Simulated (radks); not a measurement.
**Re⁻ inside a hard spherical wall**

The task here is to estimate one member of a computed series from the others.

The numbers are computed with radks (a radial shooting solver on a logarithmic mesh, Libxc functionals) version 1 (scalar-relativistic Kohn-Sham, PBEsol, spin-polarised, spherical densities, finite nucleus; open shells are filled with parallel spins first), except any that are marked as measured or tabulated.

## The system

| Item | Value |
| --- | --- |
| element | rhenium (Z = 75) |
| charge | -1 |
| electrons | 76 |
| configuration | [Xe] 4f14 5d6 6s2 |
| nuclear rms radius | 5.3698 fm |

Outer shells as boxes (Hund's rule):

Re⁻
```
[Xe] core
4f [↑↓][↑↓][↑↓][↑↓][↑↓][↑↓][↑↓]
5d [↑↓][↑ ][↑ ][↑ ][↑ ]
6s [↑↓]
```

The first run:

Settings of this run:

```text
Z 75
configuration [Xe] 4f14 5d6 6s2 6p0 7s0 5f0
relativity scalar-relativistic
functional pbe_sol,pbe_sol
spin polarised
nucleus finite rms 5.3698 fm
wall 12 bohr
c 137.035999084
```

Steps of the session up to this table: Wall at 12 bohr; Wall at 10 bohr; Wall at 7 bohr; Wall at 6 bohr; Wall at 3.5 bohr; Wall at 2.5 bohr.

One of the session's tables, all rows but one given; the rest of the session is left out.

| R (bohr) | E − E(widest) (eV) | ε(5d) (eV) | ε(6p, empty) (eV) | ε(7s, empty) (eV) | ε(5f, empty) (eV) |
| --- | --- | --- | --- | --- | --- |
| 12 | 0.000 | 1.035 | 3.220 | 4.184 | 6.607 |
| 10 | 0.103 | 1.311 | 3.692 | 5.684 | 8.563 |
| 7 | ? | ? | ? | ? | ? |
| 6 | 2.875 | 3.859 | 7.680 | 18.225 | 18.424 |
| 3.5 | 44.536 | 16.929 | 32.643 | 82.586 | 46.713 |
| 2.5 | 205.41 | 43.143 | 94.782 | 217.12 | 91.321 |

**Question.** Estimate the row for R (bohr) = 7.

Worked estimate for «E − E(widest) (eV)». A straight line through the neighbours (10, 0.103) and (6, 2.875) gives 0.103 + (2.875 − 0.103) × (7 − 10) / (6 − 10) = 2.182; a parabola fitted to 4 rows on both sides gives 0.453.

The run gave: E − E(widest) (eV): 1.179; ε(5d) (eV): 2.615; ε(6p, empty) (eV): 5.737; ε(7s, empty) (eV): 12.300; ε(5f, empty) (eV): 14.501. In «E − E(widest) (eV)» the line misses by +1.003 and the parabola by -0.726.

In words: Eigenvalues are for spin up. From R = 12 bohr inwards the highest occupied level lies above zero, in an anion first from self-interaction, then from the wall. Shells are not refilled when levels cross, and a hard wall is a model, not a crystal.
